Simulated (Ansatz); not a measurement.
From input file to script: FH6N3Ti, SMILES [NH2][Ti]([NH2])([NH2])[F] in Ansatz 0.2.0.

```yaml
crystal:
  periodic: [false, false, false]
  atoms:
    - { symbol: "N", position_ang: [-1.6326, 0.8963, 0.3176] }
    - { symbol: Ti, position_ang: [0.3072, 0.4483, 0.359] }
    - { symbol: "N", position_ang: [0.5432, -1.1955, 1.5394] }
    - { symbol: "N", position_ang: [1.0344, 0.0391, -1.5439] }
    - { symbol: F, position_ang: [1.3179, 1.9185, 1.0508] }
    - { symbol: H, position_ang: [-1.7971, 1.6515, -0.4669] }
    - { symbol: H, position_ang: [-2.1654, 0.0812, 0.0163] }
    - { symbol: H, position_ang: [1.5236, -1.6098, 1.2647] }
    - { symbol: H, position_ang: [-0.1676, -1.8609, 1.3338] }
    - { symbol: H, position_ang: [0.3426, 0.5595, -2.1693] }
    - { symbol: H, position_ang: [0.7593, -0.9852, -1.6809] }
basis:
  gaussian:
    orbitals: def2-SVPD
hamiltonian:
  xc: pbe
output:
  orbitals: {}
  forces: true
```

`fh6n3ti_energy.py`:
```python
"""Single point of FH6N3Ti in a Gaussian basis."""

from pathlib import Path
import argparse

import ansatz
import numpy as np
import pandas as pd

parser = argparse.ArgumentParser(description="Single point of FH6N3Ti in a Gaussian basis.")
parser.add_argument("--basis-set", required=True, help="Gaussian basis set")
parser.add_argument("--functional", default="PBE", help="exchange-correlation functional")
args = parser.parse_args()

geometry_ang = [
    ("N", (-1.6326, 0.8963, 0.3176)),
    ("Ti", (0.3072, 0.4483, 0.359)),
    ("N", (0.5432, -1.1955, 1.5394)),
    ("N", (1.0344, 0.0391, -1.5439)),
    ("F", (1.3179, 1.9185, 1.0508)),
    ("H", (-1.7971, 1.6515, -0.4669)),
    ("H", (-2.1654, 0.0812, 0.0163)),
    ("H", (1.5236, -1.6098, 1.2647)),
    ("H", (-0.1676, -1.8609, 1.3338)),
    ("H", (0.3426, 0.5595, -2.1693)),
    ("H", (0.7593, -0.9852, -1.6809)),
]
fh6n3ti = ansatz.Crystal.molecule()
for symbol, xyz in geometry_ang:
    fh6n3ti = fh6n3ti.atom(symbol, xyz)

calc = (
    fh6n3ti.calculation()
    .basis(gaussian=args.basis_set)
    .functional(args.functional)
    .forces()
    .orbitals()
)
res = calc.run(threads=1, runs_dir="out")
report = res.report

for key in ("converged", "free_energy_ev", "reference_energy_ev", "n_frozen", "n_occupied", "n_virtual"):
    print(f"{key:22s} {report[key]}")

state = report["mean_field"]["state"]
print(f"mean field: {state['energy']['hartree']:.7f} Ha, <S^2> = {abs(state['spin_squared']):.4f}, stability: {state.get('stability', {}).get('kind')}")

symbols = [site.symbol for site in fh6n3ti.cartesian_sites]
forces = np.array(report["forces_ev_ang"])
print("largest force", round(float(np.linalg.norm(forces, axis=1).max()), 4), "eV/A, rms", round(float(np.sqrt((forces ** 2).mean())), 4))

charges = report["charge_distribution"]
table = pd.DataFrame({"atom": symbols, "mulliken": charges["mulliken_charges_e"], "lowdin": charges["lowdin_charges_e"]})
print(table.round(3).to_string())
print("dipole (e A):", np.round(charges["dipole_moment_e_ang"], 4) + 0.0)

lines = Path(report["orbitals_path"]).read_text().splitlines()
field_of = lambda key: [line.split("=")[1].strip() for line in lines if line.startswith(key)]
orbitals = [(27.211386 * float(e), s, float(n)) for e, s, n in zip(field_of("Ene="), field_of("Spin="), field_of("Occup="))]
homo = max(e for e, _, n in orbitals if n > 0.5)
lumo = min(e for e, _, n in orbitals if n < 0.5)
print(f"HOMO {homo:.3f} eV, LUMO {lumo:.3f} eV, gap {lumo - homo:.3f} eV")
```

```console
$ python fh6n3ti_energy.py --basis-set def2-SVPD
converged              True
free_energy_ev         -30382.026797871655
reference_energy_ev    -30382.026797871655
n_frozen               0
n_occupied             [29, 29]
n_virtual              [136, 136]
mean field: -1116.5188911 Ha, <S^2> = 0.0000, stability: minimum
largest force 4.055 eV/A, rms 1.3089
   atom  mulliken  lowdin
0     N    -0.253   0.418
1    Ti     1.105   0.889
2     N    -0.181   0.450
3     N    -0.264   0.421
4     F    -0.542  -0.327
5     H     0.072  -0.234
6     H    -0.017  -0.351
7     H     0.073  -0.233
8     H    -0.071  -0.385
9     H     0.036  -0.324
10    H     0.040  -0.325
dipole (e A): [-0.5428 -0.601  -0.5403]
HOMO -6.573 eV, LUMO -3.867 eV, gap 2.706 eV
```

Reading the output:
- Total energies depend on the basis set; only differences at equal settings carry meaning.
- The geometry is a force-field or estimated start, not a minimum of this method, and the basis set is short of its limit.
- The Löwdin charges here are taken after orthogonalising the functions within each atom; they differ from plain Löwdin charges, and their signs can be unphysical.
- Levels such as HOMO and LUMO are orbital energies: with these approximate functionals they aren't the ionisation energy and electron affinity, and their gap isn't the fundamental gap.
- Hardware and time: 10 s on 1 thread of Arm Neoverse V1 (shared host), peak memory 0.33 GiB.

(Lines on the test bed's own set-up are left out of the output.)
